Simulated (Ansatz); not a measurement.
**C₂H₈BFSe: up Jacob's ladder to CCSD(T)**

An exercise on one series of results from a longer session: the logs are not shown, and one member is left open.

Method: functionals in def2-TZVPP, the program's frozen cores in correlated methods; program: Ansatz 0.2.0, Gaussian basis.

Levels to be run: LDA (SPW92), PBE-D4, revPBE-D4, BLYP-D4, r2SCAN-D4, B97M-V, PBE0-D4, B3LYP-D4, r2SCANh-D4, r2SCAN0-D4, HSE06-D4, BHLYP-D4, CAM-B3LYP-D4, LC-ωPBE, ωB97X-V, ωB97M-V, B2PLYP, PBE-QIDH; CCSD(T)/def2-SVP; CCSD(T)/def2-TZVPP; MP2/def2-QZVPP; extrapolation to the limit; RPA on PBE.

### The relaxed structure

The geometry comes from an earlier relaxation with PBE0-D4 in a triple-zeta def2 set; it is a stationary point, not always the lowest conformer.

13 atoms, charge 0, spin multiplicity 1.

Atoms are counted from 1 here; the program's logs count them from 0.

Bond lengths: C1–B2 1.565 Å, C1–H6 1.092 Å, C1–H7 1.098 Å, C1–H8 1.092 Å, B2–C3 1.565 Å, B2–F4 1.342 Å, C3–H9 1.092 Å, C3–H10 1.092 Å, C3–H11 1.098 Å, Se5–H12 1.467 Å, Se5–H13 1.466 Å. Angles: B2–C1–H6 112.7°, B2–C1–H7 108.2°, B2–C1–H8 112.9°, H6–C1–H7 106.5°, H6–C1–H8 109.4°, H7–C1–H8 106.9°, C1–B2–C3 124.9°, C1–B2–F4 117.4°, C3–B2–F4 117.4°, B2–C3–H9 112.5°, B2–C3–H10 112.9°, B2–C3–H11 108.2°, H9–C3–H10 109.4°, H9–C3–H11 106.4°, H10–C3–H11 107.0°, H12–Se5–H13 91.0°.

Set-up of the first run:

in.yaml reads:

```yaml
crystal:
  periodic: [false, false, false]
  atoms:
    - {symbol: C, position_ang: [-1.577853, -0.349975, -0.475894]}
    - {symbol: B, position_ang: [-0.019081, -0.346933, -0.610901]}
    - {symbol: C, position_ang: [0.950838, -1.270100, 0.199002]}
    - {symbol: F, position_ang: [0.513375, 0.397004, -1.593015]}
    - {symbol: Se, position_ang: [0.379719, 2.323330, 1.406214]}
    - {symbol: H, position_ang: [-1.910558, -0.499722, 0.552824]}
    - {symbol: H, position_ang: [-1.969994, -1.195626, -1.056883]}
    - {symbol: H, position_ang: [-2.040319, 0.553430, -0.878296]}
    - {symbol: H, position_ang: [0.639252, -1.394922, 1.237825]}
    - {symbol: H, position_ang: [1.987137, -0.927970, 0.169320]}
    - {symbol: H, position_ang: [0.929758, -2.270858, -0.253058]}
    - {symbol: H, position_ang: [1.818329, 2.072761, 1.269185]}
    - {symbol: H, position_ang: [0.319699, 2.874781, 0.048677]}
basis:
  gaussian: {orbitals: def2-TZVPP}
hamiltonian: {xc: lda}
output: {orbitals: {seedname: orbitals}}
```

The run is started by

```sh
> ansatz run in.yaml --threads 4 --pin off --events-out ev --progress --plain --max-ram 11315MiB
```

Steps of the session up to this table: LDA; PBE-D4 (GGA); revPBE-D4 (GGA); BLYP-D4 (GGA); r2SCAN-D4 (meta-GGA); B97M-V (meta-GGA); PBE0-D4 (hybrid); B3LYP-D4 (hybrid); r2SCANh-D4 (hybrid); r2SCAN0-D4 (hybrid); HSE06-D4 (hybrid); BHLYP-D4 (hybrid); CAM-B3LYP-D4 (range-separated); LC-ωPBE (range-separated); ωB97X-V (range-separated); ωB97M-V (range-separated); B2PLYP (double hybrid); PBE-QIDH (double hybrid).

One table of the session follows, with a row left open; its other results are not shown here.

It belongs to the step «Orbital energies across the functionals». 

| functional | HOMO (eV) | gap (eV) |
| --- | --- | --- |
| LDA (SPW92) | -6.24 | 5.15 |
| PBE-D4 | -6.09 | 5.14 |
| revPBE-D4 | ? | ? |
| BLYP-D4 | -5.93 | 5.04 |
| r2SCAN-D4 | -6.37 | 5.70 |
| B97M-V | -6.44 | 5.71 |
| PBE0-D4 | -7.27 | 7.25 |
| B3LYP-D4 | -7.03 | 6.73 |
| r2SCANh-D4 | -6.80 | 6.47 |
| r2SCAN0-D4 | -7.45 | 7.61 |
| HSE06-D4 | -6.87 | 6.47 |
| BHLYP-D4 | -8.30 | 9.17 |
| CAM-B3LYP-D4 | -8.58 | 9.60 |
| LC-ωPBE | -9.96 | 12.25 |
| ωB97X-V | -9.61 | 11.71 |
| ωB97M-V | -9.47 | 11.24 |

**Question.** Estimate the row for revPBE-D4.

**Answer.** HOMO (eV): -6.03; gap (eV): 5.14. In the column «HOMO (eV)» it lies between PBE-D4 (-6.09) and BLYP-D4 (-5.93).
